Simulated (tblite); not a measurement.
# CH8FGe2N: the cost of one run

Computed with tblite 0.8.0 and PySCF 2.14.0, with density-fitted response routines of our own, on a single molecule in the gas phase. Atoms are numbered from 0 throughout.

### 1 The molecule as given

13 atoms, charge 0, multiplicity 1; geometry from: force field or distance geometry start.

Bonds of the start (Å): N0–Ge1 1.83, Ge1–C2 1.95, C2–F3 1.38, C2–Ge4 1.96, N0–H5 1.02, N0–H6 1.01, Ge1–H7 1.53, Ge1–H8 1.54, C2–H9 1.11, Ge4–H10 1.54, Ge4–H11 1.56, Ge4–H12 1.55.

### 2 Optimising the geometry with GFN2-xTB

What the job is given:

```
{"job": {"kind": "relax", "xc": "GFN2-xTB", "basis": "xTB"}, "charge": 0, "multiplicity": 1}
N      1.851400     0.489500     0.634300
Ge     1.032600    -0.275400    -0.814000
C     -0.629600    -1.039700    -0.135500
F     -1.336500    -1.706700    -1.112200
Ge    -1.677400     0.507900     0.469400
H      1.978100     1.501100     0.624800
H      2.489300    -0.072800     1.184700
H      1.896900    -1.298600    -1.563800
H      0.634200     0.847200    -1.794700
H     -0.355100    -1.693300     0.721500
H     -3.094400     0.349900    -0.124600
H     -1.038600     1.802600    -0.121200
H     -1.755200     0.588900     2.013600
```

Run with:

```bash
OMP_NUM_THREADS=1 python probes_run.py task.json out
```

This one command runs all jobs of the session in turn.

Q: Estimate the wall time and peak memory of this first job on 1 thread of Arm Neoverse N1, shared host.

About 1 s, with a peak of 0.18 GiB.
